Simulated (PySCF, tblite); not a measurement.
# C8H12OP−: geometry, infrared bands and NMR shifts

Wanted: the infrared bands and NMR shifts of C8H12OP− (`CCc1c(C)c[p-]c1OC`), by calculation.

The runs use tblite 0.8.0 and PySCF 2.14.0, with density-fitted response routines of our own; the level of theory stands in each step. All values are computed, except where a source is named. Atoms count from 0, in the outputs and in this text.

## 1. The molecule as given

22 atoms, charge -1, multiplicity 1; geometry from: force field or distance geometry start.

Bonds of the start (Å): C0–C1 1.50, C1–C2 1.50, C2–C3 1.37, C3–C4 1.52, C3–C5 1.35, C5–P6 1.72, P6–C7 1.75, C7–O8 1.35, O8–C9 1.39, C7–C2 1.34, C0–H10 1.11, C0–H11 1.12, C0–H12 1.14, C1–H13 1.12, C1–H14 1.09, C4–H15 1.13, C4–H16 1.10, C4–H17 1.11, C5–H18 1.11, C9–H19 1.11, C9–H20 1.14, C9–H21 1.11.

## 2. Geometry optimisation with GFN2-xTB

Job settings and geometry (Å):

```
{"job": {"kind": "relax", "xc": "GFN2-xTB", "basis": "xTB"}, "charge": -1, "multiplicity": 1}
C     -1.040800    -1.545300     0.807000
C     -0.046700    -0.451800     1.044300
C      0.130400     0.416900    -0.171600
C     -0.805000     1.374000    -0.481700
C     -2.032900     1.604400     0.390100
C     -0.581300     2.104200    -1.599300
P      0.894000     1.512700    -2.244900
C      1.171200     0.307800    -1.005400
O      2.299300    -0.402700    -1.205300
C      2.751400    -1.429400    -0.392300
H     -0.635700    -2.570800     0.916400
H     -1.492700    -1.489500    -0.219700
H     -1.934500    -1.458900     1.506700
H     -0.323300     0.192700     1.915400
H      0.912500    -0.886100     1.325800
H     -1.651600     1.931200     1.398300
H     -2.619900     2.439100    -0.020500
H     -2.616300     0.658800     0.480200
H     -1.220100     2.919400    -1.987300
H      2.032200    -2.250600    -0.200400
H      3.679700    -1.898800    -0.849000
H      3.119700    -1.057800     0.592300
```

Started as:

```
$ OMP_NUM_THREADS=1 python probes_run.py task.json out
```

This one command runs all jobs of the session in turn.

**Question.** This job is followed by: GFN2-xTB harmonic vibrations, gas phase; GIAO PBE0/pcSseg-1 NMR shielding, non-relativistic, gas phase. Predict these results of the whole session: strongest single infrared mode (GFN2-xTB); zero-point energy (GFN2-xTB); 13C shifts against TMS (PBE0/pcSseg-1); 1H shifts against TMS (PBE0/pcSseg-1, means over atoms taken as alike); 31P shifts against H3PO4 (PBE0/pcSseg-1); 17O shifts against H2O (PBE0/pcSseg-1).

As calculated:

```
                                                              quantity                                                   value
                             strongest single infrared mode (GFN2-xTB)                                   2962 cm⁻¹, 202 km/mol
                                          zero-point energy (GFN2-xTB)                                          111.6 kcal/mol
                                13C shifts against TMS (PBE0/pcSseg-1)  184.5, 118.2, 116.4, 115.1, 58.6, 23.7, 21.5, 19.1 ppm
1H shifts against TMS (PBE0/pcSseg-1, means over atoms taken as alike)                        5.92, 3.87, 2.62, 2.32, 0.85 ppm
                              31P shifts against H3PO4 (PBE0/pcSseg-1)                                                -3.0 ppm
                                17O shifts against H2O (PBE0/pcSseg-1)                                                86.2 ppm
```

What this shows: Relaxing lowered the energy by 1.296 eV in 235 steps; the close pair that moved most is C7–O8, from 1.348 to 1.396 Å. No mode is imaginary among the 60: a minimum at this level. The strongest single mode, at 2962 cm⁻¹, moves mainly H12. GFN2-xTB is a fitted tight-binding method: band positions and strengths are rough. Its intensities can rank the bands wrongly. At PBE0/pcSseg-1: The largest span, 235 ppm, is at P6, where the paramagnetic term is -650 ppm. NICS(1)zz of -27 ppm above the planar ring from C2 marks a diatropic (aromatic) ring current.
